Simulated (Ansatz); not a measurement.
## a series on the perovskite structure: Be3SbP, Mg3SbP, Ca3SbP, Sr3SbP, Ba3SbP: a table of relaxed lattice constants and trends, step by step

Program: the Python package of Ansatz (0.2.0).

Run as a notebook:

In [1]:
```python
import csv
import warnings

import ansatz as az
import matplotlib.pyplot as plt
import numpy as np
```

In [2]:
```python
def perovskite(a_site, b_site, x_site, a):
    return (
        az.Lattice.cubic(a)
        .space_group(221)
        .atom(a_site, (0, 0, 0))
        .atom(b_site, (0.5, 0.5, 0.5))
        .atom(x_site, (0.5, 0.5, 0))
    )
```

In [3]:
```python
def solve(name, crystal):
    calc = (
        crystal.calculation()
        .functional(az.Functional.R2SCAN)
        .basis(45 * az.Ry)
        .kpoints(spacing=0.44)
        .occupations("fermi_dirac", width=0.01)
        .stress()
        .band_table()
    )
    calc = calc.relax(force_tolerance=0.03, max_steps=40, cell=True)
    return calc.run(threads=1)
```

In [4]:
```python
def relaxed_twice(name, crystal):
    # the second pass draws mesh and plane waves anew for the relaxed cell
    first = solve(name, crystal)
    again = az.Crystal(lattice=az.Lattice.of(first.lattice.cell_ang))
    for site in first.report["lattice"]["sites"]:
        again = again.atom(site["symbol"], site["position_frac"])
    return solve(name, again)
```

In [5]:
```python
def volume_per_atom(outcome):
    return abs(np.linalg.det(outcome.lattice.cell_ang)) / len(outcome.lattice.sites)
```

In [6]:
```python
def gap_ev(outcome):
    # nan where the run reports no band edges: a metal, overlapping bands, or a gap that is small against the smearing
    edges = outcome.report.get("band_edges_ev")
    return edges[1] - edges[0] if edges else float("nan")
```

In [7]:
```python
# the lattice constants below are starting guesses
warnings.simplefilter("ignore", az.DeckWarning)
```

In [8]:
```python
phases = {}
phases["Be3SbP"] = perovskite("Sb", "P", "Be", 4.71)
phases["Mg3SbP"] = perovskite("Sb", "P", "Mg", 5.2)
phases["Ca3SbP"] = perovskite("Sb", "P", "Ca", 5.56)
phases["Sr3SbP"] = perovskite("Sb", "P", "Sr", 5.74)
phases["Ba3SbP"] = perovskite("Sb", "P", "Ba", 5.93)
```

In [9]:
```python
done = {}
for name, crystal in phases.items():
    try:
        done[name] = relaxed_twice(name, crystal)
    except az.NonConvergedError as error:
        print(name, "did not converge:", str(error)[:120])
```

In [10]:
```python
rows = [(name, float(np.linalg.norm(o.lattice.cell_ang[0])), volume_per_atom(o), gap_ev(o)) for name, o in done.items()]
with open("series.csv", "w", newline="") as handle:
    writer = csv.writer(handle)
    writer.writerow(["compound", "a (A)", "V (A^3/atom)", "gap on mesh (eV)"])
    writer.writerows([round(v, 4) if isinstance(v, float) else v for v in row] for row in rows)
print(open("series.csv").read())
plt.figure(figsize=(4.5, 3))
plt.bar([row[0] for row in rows], [row[1] for row in rows])
plt.ylabel("a (A)")
plt.tight_layout()
plt.savefig("series.png", dpi=100)
```
```text
compound,a (A),V (A^3/atom),gap on mesh (eV)
Be3SbP,4.2384,15.2277,nan
Mg3SbP,4.8582,22.9323,0.4721
Ca3SbP,5.3758,31.0706,1.0365
Sr3SbP,5.7282,37.592,0.8949
Ba3SbP,6.0754,44.85,0.8684
```

From smallest to largest: Be3SbP (15.23 Å³), Mg3SbP (22.93 Å³), Ca3SbP (31.07 Å³), Sr3SbP (37.59 Å³) and Ba3SbP (44.85 Å³). The largest is 195 % above the smallest.

For the metals among these phases the mesh is modest: differences between phases can be off by up to 40 meV an atom. Gaps and levels are Kohn-Sham values on a finite set of k-points, without spin-orbit coupling. The cells are built on a prototype by substitution; a member may or may not take this structure in nature. The whole script took 3.7 min on 1 thread of Arm Neoverse V1 (shared host), peak memory 1.2 GiB.

(Lines on the test bed's own set-up are left out of the output.)
